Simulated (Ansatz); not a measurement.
# Sr3NbZn: one candidate structure

Where does Sr3NbZn go from the start given, cubic perovskite type (Pm-3m, No. 221)?

Method: DFT PBE, scalar-relativistic, plane waves, PAW, in Ansatz 0.2.0.

## 1. Starting point

It takes space group Pm-3m (No. 221, cubic). The conventional cell has a = 4.947 Å, b = 4.947 Å, c = 4.947 Å, α = 90.00°, β = 90.00°, γ = 90.00°. Sr (site symmetry 4/mmm) has 2 Zn at 2.47 Å in its first shell of neighbours. Nb (site symmetry m-3m) has 12 Sr at 3.50 Å in its first shell of neighbours. Zn (site symmetry m-3m) is surrounded by 6 Sr at 2.47 Å.

As a file:

```
CELL_PARAMETERS angstrom
4.94669 0.00000 0.00000
0.00000 4.94669 0.00000
0.00000 0.00000 4.94669
ATOMIC_POSITIONS crystal
Sr 0.00000 0.50000 0.50000
Sr 0.50000 0.00000 0.50000
Sr 0.50000 0.50000 0.00000
Nb 0.00000 0.00000 0.00000
Zn 0.50000 0.50000 0.50000
```

(A quick probe on a coarse mesh, which set the mesh and smearing, is not shown.)

## 3. Rough relaxation on the coarse mesh

input.yaml reads:

```yaml
crystal:
  lattice:
    - [4.946691987, 0.0, 0.0]
    - [0.0, 4.946691987, 0.0]
    - [0.0, 0.0, 4.946691987]
  atoms:
    - { symbol: Sr, position: [0.0, 0.5, 0.5] }
    - { symbol: Sr, position: [0.5, 0.0, 0.5] }
    - { symbol: Sr, position: [0.5, 0.5, 0.0] }
    - { symbol: Nb, position: [0.0, 0.0, 0.0] }
    - { symbol: Zn, position: [0.5, 0.5, 0.5] }
basis:
  ecutwfc: 420
kpoints:
  mp_grid: { grid: [4, 4, 4] }
hamiltonian:
  xc: pbe
scf:
  occupations: { method: gaussian, width: 0.1 }
  lower_state_search: "off"
output:
  forces: true
  stress: true
  eigenvalues: true
relax:
  adjacent_minimum: "off"
  f_tol: 0.04
  max_steps: 70
  cell: { stress_tol: 0.4 }
```

Run with:

```sh
> ansatz run input.yaml --threads 1 --pin off --max-ram 2560MiB --backend cpu --events-out ev --progress --plain --runs-dir out
```

Further runs follow: the relaxation.

What does the calculation give?

The runs gave:

Formation energies count from the elements, computed with the same settings in runs not shown here.

| quantity | value |
| --- | --- |
| cell | a = 5.857 Å, b = 5.857 Å, c = 5.857 Å, α = 90.00°, β = 90.00°, γ = 90.00° |
| space group | Pm-3m (No. 221) |
| volume | 40.19 Å³/atom |
| gap on the mesh | none (metal) |
| formation energy from the elements | +0.997 eV/atom |

The space group stayed Pm-3m, and from the first guess the volume went from 24.21 to 40.19 Å³/atom. The formation energy of +1.00 eV/atom is positive, so the elements lie lower than this structure; another structure of the compound can lie lower.
